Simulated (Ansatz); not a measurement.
# InSi2B3: the cost of one run

Computed with Ansatz 0.2.0 (DFT PBE, scalar-relativistic, plane waves, PAW, unless a step's input says otherwise).

### Step 1. The starting structure

Symmetry: P-3m1, No. 164, trigonal system. Conventional cell: a = 3.725 Å, b = 3.725 Å, c = 6.667 Å, α = 90.00°, β = 90.00°, γ = 120.00°. In (site symmetry -3m) has 6 Si at 3.01 Å and 8 B at 3.20 to 3.33 Å as nearest neighbours. Si (site symmetry 3m) is surrounded by 7 B at 2.17 to 2.48 Å and 3 In at 3.01 Å. B (site symmetry 3m) is surrounded by 4 Si at 2.17 to 2.19 Å and 3 B at 2.35 Å. B (site symmetry -3m) has 6 B at 2.35 Å and 6 Si at 2.48 Å and 2 In at 3.33 Å as nearest neighbours.

Coordinates:

```xyz
6
Lattice="3.7248 0.0000 0.0000 -1.8624 3.2258 0.0000 0.0000 0.0000 6.6669" Properties=species:S:1:pos:R:3 pbc="T T T"
In    0.0000    0.0000    0.0000
Si    1.8624    1.0753    4.5649
Si    0.0000    2.1505    2.1019
B     1.8624    1.0753    2.3741
B     0.0000    2.1505    4.2928
B     0.0000    0.0000    3.3334
```

Recipe of the guess: species swapped into a database cell of Ba2H3I (P-3m1, No. 164), with Si on the Ba sites, B on the H sites and In on the I sites. The dimensions are guesses.

### Step 2. The guess as it stands, on a coarse mesh

File input.yaml:

```yaml
crystal:
  lattice:
    - [3.72477659, 0.0, 0.0]
    - [-1.8623883, 3.22575115, 0.0]
    - [0.0, 0.0, 6.66685158]
  atoms:
    - { symbol: In, position: [0.0, 0.0, 0.0] }
    - { symbol: Si, position: [0.66666667, 0.33333333, 0.68471938] }
    - { symbol: Si, position: [0.33333333, 0.66666667, 0.31528062] }
    - { symbol: B, position: [0.66666667, 0.33333333, 0.35610053] }
    - { symbol: B, position: [0.33333333, 0.66666667, 0.64389947] }
    - { symbol: B, position: [0.0, 0.0, 0.5] }
basis:
  ecutwfc: 420
kpoints:
  mp_grid: { grid: [6, 6, 4] }
hamiltonian:
  xc: pbe
scf:
  occupations: { method: gaussian, width: 0.1 }
  lower_state_search: "off"
output:
  forces: true
  stress: true
  eigenvalues: true
```

Launch:

```console
$ ansatz run input.yaml --threads 1 --pin off --max-ram 2560MiB --backend cpu --events-out ev --progress --plain --runs-dir out
```

Q: Estimate wall time and peak memory on 1 thread of Intel Xeon Platinum 8375C at 2.90GHz (Ice Lake), shared host.

About 2.9 s, with a peak of 0.41 GiB.
